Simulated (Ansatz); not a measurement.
# C2H11BOSi: the cost of one run

Computed with Ansatz 0.2.0, Gaussian basis. Level: the settings change from run to run.

**1. The relaxed structure**

The geometry comes from an earlier relaxation with PBE0-D4 in a triple-zeta def2 set; it is a stationary point, not always the lowest conformer.

SMILES `C[BH-](C)[OH+][SiH3]`, 16 atoms, charge 0, spin multiplicity 1.

Atoms are counted from 1 here; the program's logs count them from 0.

Bond lengths: C1–B2 1.589 Å, C1–H6 1.094 Å, C1–H7 1.097 Å, C1–H8 1.096 Å, B2–C3 1.595 Å, B2–O4 1.716 Å, B2–H9 1.229 Å, C3–H10 1.095 Å, C3–H11 1.096 Å, C3–H12 1.099 Å, O4–Si5 1.696 Å, O4–H13 0.962 Å, Si5–H14 1.477 Å, Si5–H15 1.473 Å, Si5–H16 1.488 Å. Angles: B2–C1–H6 113.3°, B2–C1–H7 112.7°, B2–C1–H8 109.5°, H6–C1–H7 107.7°, H6–C1–H8 106.7°, H7–C1–H8 106.5°, C1–B2–C3 118.2°, C1–B2–O4 105.7°, C1–B2–H9 114.3°, C3–B2–O4 104.6°, C3–B2–H9 113.9°, O4–B2–H9 96.7°, B2–C3–H10 109.5°, B2–C3–H11 114.1°, B2–C3–H12 112.6°, H10–C3–H11 106.3°, H10–C3–H12 105.9°, H11–C3–H12 107.9° and more.

Coordinates:

```mol
C2H11BOSi
  3D, bonds by distance, orders not assigned

 16 15  0  0  0  0  0  0  0  0999 V2000
    1.3306    1.4275    0.2031 C   0  0
    0.5766    0.0312    0.1189 B   0  0
    1.0178   -0.9966   -1.0185 C   0  0
   -1.0571    0.4072   -0.2465 O   0  0
   -2.0468   -0.4274    0.8492 Si  0  0
    0.8794    2.1213    0.9189 H   0  0
    1.3857    1.9369   -0.7666 H   0  0
    2.3643    1.2665    0.5287 H   0  0
    0.3629   -0.4941    1.2098 H   0  0
    2.0401   -1.3385   -0.8264 H   0  0
    0.3967   -1.8980   -1.0725 H   0  0
    1.0364   -0.5389   -2.0170 H   0  0
   -1.2550    0.3527   -1.1863 H   0  0
   -1.7332   -1.8709    0.8737 H   0  0
   -1.9001    0.2281    2.1602 H   0  0
   -3.4213   -0.2295    0.3156 H   0  0
  1  2  8  0
  2  3  8  0
  2  4  8  0
  4  5  8  0
  1  6  8  0
  1  7  8  0
  1  8  8  0
  2  9  8  0
  3 10  8  0
  3 11  8  0
  3 12  8  0
  4 13  8  0
  5 14  8  0
  5 15  8  0
  5 16  8  0
M  END
```

**2. wB97X-V/def2-mTZVP**

This run has charge +1, multiplicity 2, atoms shaken by 0.08 Å, a grid of angular degree 11, a point charge of -1.00 e beside it, relativity set to scalar, high accuracy.

Contents of in.yaml:

```yaml
crystal:
  periodic: [false, false, false]
  atoms:
    - {symbol: C, position_ang: [1.111832, 1.349212, 0.132502]}
    - {symbol: B, position_ang: [0.580790, 0.128170, 0.011012]}
    - {symbol: C, position_ang: [1.000681, -0.992640, -0.977693]}
    - {symbol: O, position_ang: [-1.157930, 0.439712, -0.083008]}
    - {symbol: Si, position_ang: [-1.917887, -0.420245, 0.804526]}
    - {symbol: H, position_ang: [0.919626, 2.250035, 0.910993]}
    - {symbol: H, position_ang: [1.365766, 1.955235, -0.754408]}
    - {symbol: H, position_ang: [2.297018, 1.304307, 0.690419]}
    - {symbol: H, position_ang: [0.319845, -0.617472, 1.381186]}
    - {symbol: H, position_ang: [2.123942, -1.357897, -0.947142]}
    - {symbol: H, position_ang: [0.497905, -1.935132, -1.037761]}
    - {symbol: H, position_ang: [0.888876, -0.543574, -2.000971]}
    - {symbol: H, position_ang: [-1.170053, 0.372695, -1.074451]}
    - {symbol: H, position_ang: [-1.542873, -1.908754, 0.792900]}
    - {symbol: H, position_ang: [-1.878715, 0.214806, 2.223875]}
    - {symbol: H, position_ang: [-3.347314, -0.106744, 0.283860]}
basis:
  gaussian: {orbitals: def2-mTZVP, final_grid: {core_spheres: 5, valence_spheres: 4, degree: 11}, point_charges: [{charge: -1.00, position_ang: [6.230, 0.931, 0.070]}]}
total_charge: 1
magnetization: {spin_polarized: true, initial_magnetization: 1}
hamiltonian: {xc: {name: wB97X-V}, pseudopotentials: {relativity: scalar}}
accuracy: high
output: {forces: true}
```

Started as:

```bash
$ ansatz run in.yaml --threads 4 --pin off --events-out ev --progress --plain --max-ram 11315MiB
```

Q: Estimate wall time and peak memory on 4 threads of Arm Neoverse V1, shared host.

About 53 s, with a peak of 0.93 GiB.
